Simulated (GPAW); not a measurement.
The system is HPbNO4.

```
H Pb N O
1.0
     4.19923    0.11117    0.16817
     1.91600    3.89132    0.12568
     1.76085    1.25259    6.37266
H Pb N O
1 1 1 4
Cartesian
  6.1559 3.5396 4.2374
  3.9410 4.7367 5.7714
  2.1622 1.5295 2.0021
  6.1170 3.6060 5.2180
  2.2525 1.0554 0.8130
  2.1821 0.7481 2.9790
  2.0545 2.7723 2.1460
```

The cell was built by a generator and needn't be a form met in nature.

Base run:

```yaml
Program: GPAW 26.7.0
Functional: revPBE
Potentials_or_basis: the program's PAW data sets (release 1.2.1) made for this functional
Cutoff: 800 eV
Basis: pw
k_mesh: 5 × 5 × 3
Occupations: fermi-dirac, width 0.05 eV
Spin: no spin polarisation
```

Its results: band gap on the k mesh 2.91 eV, indirect (least direct gap 2.91 eV); pressure 1.8 GPa; largest force 0.179 eV/Å.

**Question.** The run is repeated on the same cell with these changes: functional from revPBE to LDA. What comes out?

**Answer.** Band gap on the k mesh 2.78 eV, indirect (least direct gap 2.79 eV); pressure -6.2 GPa; largest force 0.742 eV/Å.

LDA binds more tightly than revPBE, so the same cell stands under less pressure.

Caveats: spin-orbit coupling is left out, which as a rule narrows the gap of such compounds by several tenths of an eV.

A k mesh can miss the band edges.

Not every run made on this cell is shown here.
